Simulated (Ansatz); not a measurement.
# SnSe2 (CdI2 type): a single-point run

The task is a single-point run on SnSe2 (CdI2 type). The structure is shown as the input types it.

Computed with Ansatz 0.2.0 (DFT r2SCAN, scalar-relativistic, plane waves, PAW, unless a step's input says otherwise).

2 further runs of the same task are left out: 2 set aside as unsound or not needed.

**1. The structure to begin with**

It takes space group P-3m1 (No. 164, trigonal). The conventional cell has a = 3.841 Å, b = 3.841 Å, c = 6.506 Å, α = 90.00°, β = 90.00°, γ = 120.00°. Sn (site symmetry -3m) is surrounded by 6 Se at 2.72 Å. Se (site symmetry 3m) has 3 Sn at 2.72 Å as nearest neighbours.

As a file:

```cif
data_structure
_symmetry_space_group_name_H-M 'P 1'
_symmetry_Int_Tables_number 1
_cell_length_a 3.8406
_cell_length_b 3.8406
_cell_length_c 6.5064
_cell_angle_alpha 90.000
_cell_angle_beta 90.000
_cell_angle_gamma 120.000
_cell_volume 83.11
loop_
_atom_site_label
_atom_site_type_symbol
_atom_site_fract_x
_atom_site_fract_y
_atom_site_fract_z
_atom_site_occupancy
Sn1 Sn 0.00000 0.00000 0.00000 1
Se1 Se 0.33333 0.66667 0.24187 1
Se2 Se 0.66667 0.33333 0.75813 1
```

**2. The calculation**

input.yaml reads:

```yaml
crystal:
  lattice:
    - [3.840567761707, 2.886741408691e-11, 0.0]
    - [-1.920283880879, 3.326029246579, 0.0]
    - [0.0, 0.0, 6.5063710246]
  atoms:
    - { symbol: Sn, position: [0.0, 0.0, 0.0] }
    - { symbol: Se, position: [0.3333333333333, 0.6666666666667, 0.2418655614] }
    - { symbol: Se, position: [0.6666666666667, 0.3333333333333, 0.7581344386] }
basis:
  ecutwfc: 500
  ecutrho_ratio: 4
kpoints:
  mp_grid: { grid: [10, 10, 6] }
hamiltonian:
  xc: r2scan
scf:
  occupations: { method: methfessel_paxton, width: 1.0 }
  max_iter: 50
output:
  forces: true
  stress: true
```

Run with:

```
$ ansatz run input.yaml --threads 4 --pin off --max-ram 7168MiB --backend cpu --events-out ev --progress --plain --runs-dir out
```

What happens when this is run?

This run ends as converged. Convergence says nothing about whether the input makes sense.

The suspect setting: scf.occupations.method is methfessel_paxton; scf.occupations.width is 1.0. The width is far wider than usual, so occupations near the Fermi level are blurred and the entropy term grows.

To check: set scf.occupations.method to gaussian and scf.occupations.width to 0.05.
